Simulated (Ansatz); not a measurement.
**C₂H₆S₂Si: up Jacob's ladder to CCSD(T)**

The task here is to estimate one member of a computed series from the others.

Method: functionals in def2-TZVPP, the program's frozen cores in correlated methods; program: Ansatz 0.2.0, Gaussian basis.

Plan: PBE-D4, r2SCAN-D4, PBE0-D4, B3LYP-D4, ωB97X-V, ωB97M-V, B2PLYP; CCSD(T)/def2-TZVPP; MP2/def2-QZVPP; extrapolation to the limit.

**The geometry**

All runs share one geometry, relaxed beforehand with PBE0-D4 in a triple-zeta def2 set.

SMILES `CC1(S)[SiH2]S1`, 11 atoms, charge 0, spin multiplicity 1.

Atoms are counted from 1 here; the program's logs count them from 0.

Bond lengths: C1–C2 1.510 Å, C1–H6 1.092 Å, C1–H7 1.094 Å, C1–H8 1.092 Å, C2–S3 1.785 Å, C2–Si4 1.855 Å, C2–S5 1.887 Å, S3–H9 1.347 Å, Si4–S5 2.082 Å, Si4–H10 1.478 Å, Si4–H11 1.480 Å. Angles: C2–C1–H6 111.2°, C2–C1–H7 110.6°, C2–C1–H8 110.0°, H6–C1–H7 107.9°, H6–C1–H8 109.1°, H7–C1–H8 108.0°, C1–C2–S3 115.0°, C1–C2–Si4 121.3°, C1–C2–S5 113.4°, S3–C2–Si4 115.0°, S3–C2–S5 116.0°, Si4–C2–S5 67.6°, C2–S3–H9 97.6°, C2–Si4–S5 56.9°, C2–Si4–H10 119.4°, C2–Si4–H11 117.7°, S5–Si4–H10 119.3°, S5–Si4–H11 118.7° and more.

Set-up of the first run:

in.yaml reads:

```yaml
crystal:
  periodic: [false, false, false]
  atoms:
    - {symbol: C, position_ang: [-0.880831, -0.933432, 0.435318]}
    - {symbol: C, position_ang: [0.116425, 0.179996, 0.220908]}
    - {symbol: S, position_ang: [1.298028, 0.399673, 1.540113]}
    - {symbol: Si, position_ang: [0.747010, 0.595570, -1.473656]}
    - {symbol: S, position_ang: [-0.658287, 1.756350, -0.467785]}
    - {symbol: H, position_ang: [-1.520706, -1.064397, -0.439733]}
    - {symbol: H, position_ang: [-1.524376, -0.713490, 1.292525]}
    - {symbol: H, position_ang: [-0.356721, -1.869953, 0.637828]}
    - {symbol: H, position_ang: [0.423571, 0.736882, 2.507975]}
    - {symbol: H, position_ang: [2.126304, 1.103468, -1.630315]}
    - {symbol: H, position_ang: [0.294983, -0.247567, -2.602579]}
basis:
  gaussian: {orbitals: def2-TZVPP}
hamiltonian: {xc: pbe, dispersion: d4}
output: {forces: true, orbitals: {seedname: orbitals}}
```

Run with:

```
> ansatz run in.yaml --threads 4 --pin off --events-out ev --progress --plain --max-ram 10444MiB
```

Steps of the session up to this table: PBE-D4 (GGA); r2SCAN-D4 (meta-GGA); PBE0-D4 (hybrid); B3LYP-D4 (hybrid); ωB97X-V (range-separated); ωB97M-V (range-separated); B2PLYP (double hybrid); CCSD(T) in def2-TZVPP; MP2 in def2-QZVPP.

One of the session's tables, all rows but one given; the rest of the session is left out.

```
            method  atomisation energy (kJ/mol)
            PBE-D4                       3893.4
         r2SCAN-D4                            ?
           PBE0-D4                       3837.0
          B3LYP-D4                       3796.8
           ωB97X-V                       3838.7
           ωB97M-V                       3836.7
            B2PLYP                       3748.9
     HF/def2-TZVPP                       2720.9
    MP2/def2-TZVPP                       3763.3
   CCSD/def2-TZVPP                       3630.6
CCSD(T)/def2-TZVPP                       3700.9
           MP2/CBS                       3877.9
       CCSD(T)/CBS                       3815.5
```

Q: Estimate the row for r2SCAN-D4 from the others.

**Answer.** atomisation energy (kJ/mol): 3836.1. In the column «atomisation energy (kJ/mol)» it lies between CCSD(T)/CBS (3815.5) and ωB97M-V (3836.7).

Limits of these values: Free atoms (2 C, 2 S, 1 Si, 6 H) were run apart at each level; the atomisation energy is their sum less the molecule, without zero-point or spin-orbit terms.
